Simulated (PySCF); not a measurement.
# Lu(OH)3: forces at shaken geometries

How stiff is Lu(OH)3? Its atoms are displaced at random by several amounts. The species was built from a template and needn't be a known compound.

Program: PySCF 2.14.0. Level of theory: PBE0, Lu lcecp-1-SVP with ECP60, O def2-SVP, H def2-SVP; scalar-relativistic core potentials, no spin–orbit coupling. These are calculated values, not measurements.

2 further runs of the same task are left out: 2 for a known fault of the program.

### 1 The starting structure

7 atoms, charge 0, spin multiplicity 1.

Bond lengths: Lu1–O2 1.997 Å, Lu1–O4 1.997 Å, Lu1–O6 1.997 Å, O2–H3 0.954 Å, O4–H5 0.954 Å, O6–H7 0.954 Å. Angles: O2–Lu1–O4 120.0°, O2–Lu1–O6 120.0°, O4–Lu1–O6 120.0°, Lu1–O2–H3 179.8°, Lu1–O4–H5 179.8°, Lu1–O6–H7 179.8°.

As a file:

| atom | x (Å) | y (Å) | z (Å) |
| --- | --- | --- | --- |
| Lu1 | 0.0000 | 0.0000 | 0.1375 |
| O2 | 1.9972 | 0.0000 | 0.1435 |
| H3 | 2.9512 | 0.0000 | 0.1497 |
| O4 | -0.9986 | 1.7296 | 0.1435 |
| H5 | -1.4756 | 2.5559 | 0.1497 |
| O6 | -0.9986 | -1.7296 | 0.1435 |
| H7 | -1.4756 | -2.5559 | 0.1497 |

Formal oxidation states: Lu +3. Each metal's 14 4f electrons lie in its core potential, so multiplicities, spins and levels count the valence alone. An earlier session relaxed this geometry at PBE0, Lu lcecp-1-SVP with ECP60, O def2-SVP, H def2-SVP (singlet, point group D3h).

Its energy there is -267.234482 Eh.

### 2 Atoms moved at random, σ = 0.1 Å

File run.py (the lines that set the calculation):

```python
mol = gto.M(atom='''
Lu    -0.02771     0.23107     0.07561
O      1.99510    -0.07538     0.09761
H      2.88512     0.13735     0.29042
O     -0.85318     1.64076     0.04998
H     -1.35835     2.55144     0.22315
O     -1.09488    -1.87029     0.12505
H     -1.54610    -2.61496     0.15539''',
    basis={'Lu': 'lcecp-1-SVP', 'O': 'def2-SVP', 'H': 'def2-SVP'},
    ecp={'Lu': 'lcecp-1-SVP'},
    charge=0, spin=0)
mf = dft.RKS(mol, xc='PBE0')
mf.grids.atom_grid = (50, 194)  # f atoms: unpruned, at least (60, 302)
mf = mf.density_fit()  # fitting sets: Lu AutoAux, O def2-universal-JKFIT, H def2-universal-JKFIT
mf.conv_tol = 1e-08; mf.max_cycle = 55
mf.kernel(dm0)  # dm0: the density of the relaxed state
```

The run is started by

```sh
$ OMP_NUM_THREADS=2 python run.py
```

The log of the run:

```text
init E= -267.164803912074
  HOMO = -0.295952877961327  LUMO = -0.0966614210604781  gap/eV = 5.42300
cycle= 1 E= -267.077869998618  delta_E= 0.0869  |g|= 0.22  |ddm|= 1.04
  HOMO = -0.170306207157448  LUMO = -0.0521088929288069  gap/eV = 3.21631
cycle= 2 E= -267.064739294399  delta_E= 0.0131  |g|= 0.35  |ddm|= 0.497
  HOMO = -0.221693963523759  LUMO = -0.0540835663335315  gap/eV = 4.56091
cycle= 3 E= -267.08880628532  delta_E= -0.0241  |g|= 0.0524  |ddm|= 0.267
  HOMO = -0.218064023636714  LUMO = -0.0572096667261484  gap/eV = 4.37707
cycle= 4 E= -267.089400830021  delta_E= -0.000595  |g|= 0.011  |ddm|= 0.0591
  HOMO = -0.219829497271796  LUMO = -0.0569241908956641  gap/eV = 4.43288
cycle= 5 E= -267.089418707857  delta_E= -1.79e-05  |g|= 0.00619  |ddm|= 0.0104
  HOMO = -0.219551453687823  LUMO = -0.0568694807979959  gap/eV = 4.42680
cycle= 6 E= -267.08942620869  delta_E= -7.5e-06  |g|= 0.000975  |ddm|= 0.00487
  HOMO = -0.219736662008347  LUMO = -0.0569350948178986  gap/eV = 4.43006
cycle= 7 E= -267.089426385834  delta_E= -1.77e-07  |g|= 0.00046  |ddm|= 0.00111
  HOMO = -0.219708542185761  LUMO = -0.0569338551199117  gap/eV = 4.42932
cycle= 8 E= -267.089426424099  delta_E= -3.83e-08  |g|= 0.000136  |ddm|= 0.000391
  HOMO = -0.219703356739645  LUMO = -0.0569278588030109  gap/eV = 4.42935
cycle= 9 E= -267.089426427984  delta_E= -3.89e-09  |g|= 1.93e-05  |ddm|= 0.000124
  HOMO = -0.219697739468045  LUMO = -0.0569301949402572  gap/eV = 4.42913
Extra cycle  E= -267.089426427967  delta_E= 1.71e-11  |g|= 2.47e-05  |ddm|= 4.46e-05
converged SCF energy = -267.089426427967
```

Run time: 2.3 s. Hardware: 2 threads of AMD EPYC 9R45 (Zen 5), shared host.

Result: E = -267.089426 Eh (+3.947 eV from the relaxed state), HOMO -5.98 eV, LUMO -1.55 eV, Mulliken charge on Lu1 +0.83 e, largest force component 19.740 eV/Å. 

| atom | Fx | Fy | Fz (eV/Å) |
| --- | --- | --- | --- |
| Lu1 | 7.932 | -19.740 | -0.003 |
| O2 | -1.553 | 0.497 | -0.038 |
| H3 | 1.271 | 0.237 | 0.126 |
| O4 | -10.532 | 18.849 | 0.837 |
| H5 | 1.615 | -2.952 | -0.860 |
| O6 | 4.651 | 8.471 | -0.287 |
| H7 | -3.384 | -5.362 | 0.225 |

### 3 Atoms moved at random, σ = 0.06 Å

File run.py (the lines that set the calculation):

```python
mol = gto.M(atom='''
Lu     0.06145     0.01262     0.16126
O      2.00904    -0.01538     0.16040
H      2.86366     0.08093     0.14125
O     -1.09258     1.75706     0.00390
H     -1.51783     2.48032     0.20037
O     -0.94403    -1.69702     0.24531
H     -1.37973    -2.61853     0.10473''',
    basis={'Lu': 'lcecp-1-SVP', 'O': 'def2-SVP', 'H': 'def2-SVP'},
    ecp={'Lu': 'lcecp-1-SVP'},
    charge=0, spin=0)
mf = dft.RKS(mol, xc='PBE0')
mf.grids.atom_grid = (50, 194)  # f atoms: unpruned, at least (60, 302)
mf = mf.density_fit()  # fitting sets: Lu AutoAux, O def2-universal-JKFIT, H def2-universal-JKFIT
mf.conv_tol = 1e-08; mf.max_cycle = 55
mf.kernel(dm0)  # dm0: the density of the relaxed state
```

The run is started by

```sh
$ OMP_NUM_THREADS=2 python run.py
```

The log of the run:

```text
init E= -267.220970226949
  HOMO = -0.286568455866925  LUMO = -0.0544670691751676  gap/eV = 6.31580
cycle= 1 E= -267.196443569507  delta_E= 0.0245  |g|= 0.134  |ddm|= 0.472
  HOMO = -0.255876401623985  LUMO = -0.0508299804625949  gap/eV = 5.57960
cycle= 2 E= -267.191508160561  delta_E= 0.00494  |g|= 0.214  |ddm|= 0.242
  HOMO = -0.274015709179265  LUMO = -0.0513107622810907  gap/eV = 6.06011
cycle= 3 E= -267.200537389654  delta_E= -0.00903  |g|= 0.0205  |ddm|= 0.142
  HOMO = -0.273956296751567  LUMO = -0.0520155855715387  gap/eV = 6.03931
cycle= 4 E= -267.200606397837  delta_E= -6.9e-05  |g|= 0.00744  |ddm|= 0.0193
  HOMO = -0.273991128985003  LUMO = -0.0518715135359074  gap/eV = 6.04418
cycle= 5 E= -267.200615872055  delta_E= -9.47e-06  |g|= 0.00315  |ddm|= 0.00666
  HOMO = -0.274081071744694  LUMO = -0.051818684761173  gap/eV = 6.04807
cycle= 6 E= -267.200617797136  delta_E= -1.93e-06  |g|= 0.000436  |ddm|= 0.00227
  HOMO = -0.274033630550168  LUMO = -0.0518456579357895  gap/eV = 6.04604
cycle= 7 E= -267.200617832131  delta_E= -3.5e-08  |g|= 0.000223  |ddm|= 0.000485
  HOMO = -0.27406120535869  LUMO = -0.0518452675792638  gap/eV = 6.04680
cycle= 8 E= -267.200617841605  delta_E= -9.47e-09  |g|= 5.69e-05  |ddm|= 0.000179
  HOMO = -0.274037461077594  LUMO = -0.0518435611761419  gap/eV = 6.04620
Extra cycle  E= -267.200617840562  delta_E= 1.04e-09  |g|= 9.5e-05  |ddm|= 0.000104
converged SCF energy = -267.200617840562
```

Wall time 2.3 s (2 threads of AMD EPYC 9R45 (Zen 5), shared host).

Result: E = -267.200618 Eh (+0.921 eV from the relaxed state), HOMO -7.46 eV, LUMO -1.41 eV, Mulliken charge on Lu1 +1.02 e, largest force component 7.485 eV/Å. 

| atom | Fx | Fy | Fz (eV/Å) |
| --- | --- | --- | --- |
| Lu1 | -2.206 | 1.377 | -0.165 |
| O2 | -6.257 | -0.698 | 0.148 |
| H3 | 7.485 | 0.740 | -0.150 |
| O4 | 4.622 | -7.417 | -1.293 |
| H5 | -3.661 | 6.194 | 1.491 |
| O6 | -1.368 | -3.134 | -0.585 |
| H7 | 1.384 | 2.938 | 0.554 |

### 4 Atoms moved at random, σ = 0.06 Å

File run.py (the lines that set the calculation):

```python
mol = gto.M(atom='''
Lu    -0.09449    -0.04878     0.16689
O      2.03806     0.07684     0.13908
H      2.93472     0.04642     0.19042
O     -0.91059     1.73526     0.12789
H     -1.38553     2.54791     0.11395
O     -0.95130    -1.85207     0.15450
H     -1.63088    -2.50558     0.12449''',
    basis={'Lu': 'lcecp-1-SVP', 'O': 'def2-SVP', 'H': 'def2-SVP'},
    ecp={'Lu': 'lcecp-1-SVP'},
    charge=0, spin=0)
mf = dft.RKS(mol, xc='PBE0')
mf.grids.atom_grid = (50, 194)  # f atoms: unpruned, at least (60, 302)
mf = mf.density_fit()  # fitting sets: Lu AutoAux, O def2-universal-JKFIT, H def2-universal-JKFIT
mf.conv_tol = 1e-08; mf.max_cycle = 55
mf.kernel(dm0)  # dm0: the density of the relaxed state
```

The run is started by

```sh
$ OMP_NUM_THREADS=2 python run.py
```

The log of the run:

```text
init E= -267.209463967833
  HOMO = -0.278832352058135  LUMO = -0.0635588544335164  gap/eV = 5.85789
cycle= 1 E= -267.21884916778  delta_E= -0.00939  |g|= 0.0888  |ddm|= 0.468
  HOMO = -0.254391315343553  LUMO = -0.0536161344890687  gap/eV = 5.46337
cycle= 2 E= -267.217085462132  delta_E= 0.00176  |g|= 0.133  |ddm|= 0.151
  HOMO = -0.263823188952498  LUMO = -0.0540307022557514  gap/eV = 5.70874
cycle= 3 E= -267.22050119024  delta_E= -0.00342  |g|= 0.0163  |ddm|= 0.0922
  HOMO = -0.263919616545905  LUMO = -0.0547805547114244  gap/eV = 5.69096
cycle= 4 E= -267.220552799745  delta_E= -5.16e-05  |g|= 0.00255  |ddm|= 0.0135
  HOMO = -0.263768584263572  LUMO = -0.0545507808858723  gap/eV = 5.69311
cycle= 5 E= -267.22055415722  delta_E= -1.36e-06  |g|= 0.00114  |ddm|= 0.00332
  HOMO = -0.263879366412837  LUMO = -0.0545781011425852  gap/eV = 5.69538
cycle= 6 E= -267.220554359038  delta_E= -2.02e-07  |g|= 0.000511  |ddm|= 0.00101
  HOMO = -0.263865311864996  LUMO = -0.0546011354995848  gap/eV = 5.69437
cycle= 7 E= -267.220554414108  delta_E= -5.51e-08  |g|= 3.95e-05  |ddm|= 0.000428
  HOMO = -0.26386208133424  LUMO = -0.054596555529951  gap/eV = 5.69441
cycle= 8 E= -267.220554414566  delta_E= -4.58e-10  |g|= 1.2e-05  |ddm|= 6.05e-05
  HOMO = -0.263859052396727  LUMO = -0.054597842497941  gap/eV = 5.69429
Extra cycle  E= -267.220554414546  delta_E= 1.98e-11  |g|= 1.59e-05  |ddm|= 2.28e-05
converged SCF energy = -267.220554414546
```

Wall time 2.3 s (2 threads of AMD EPYC 9R45 (Zen 5), shared host).

It gives: E = -267.220554 Eh (+0.379 eV from the relaxed state), HOMO -7.18 eV, LUMO -1.49 eV, Mulliken charge on Lu1 +1.03 e, largest force component 6.098 eV/Å. 

| atom | Fx | Fy | Fz (eV/Å) |
| --- | --- | --- | --- |
| Lu1 | 3.267 | -0.195 | -0.054 |
| O2 | -6.098 | -0.080 | -0.132 |
| H3 | 3.798 | -0.145 | 0.187 |
| O4 | -0.263 | -0.244 | 0.021 |
| H5 | -0.349 | 0.710 | -0.022 |
| O6 | 0.067 | 0.581 | 0.011 |
| H7 | -0.422 | -0.627 | -0.010 |

### 5 Results

| σ (Å) | energy rise (eV) | harmonic estimate −½ F·u (eV) | largest force component (eV/Å) |
| --- | --- | --- | --- |
| 0.1 | 3.947 | 4.535 | 19.74 |
| 0.06 | 0.921 | 0.893 | 7.49 |
| 0.06 | 0.379 | 0.356 | 6.10 |

Every displacement raises the energy. For a harmonic well the rise equals −½ F·u; the two differ by at most 15 % here (a move with σ = 0.1 Å), from anharmonicity, the grid and the small forces left at the relaxed point. These are double-zeta-type bases without diffuse functions. Spin–orbit coupling is left out.
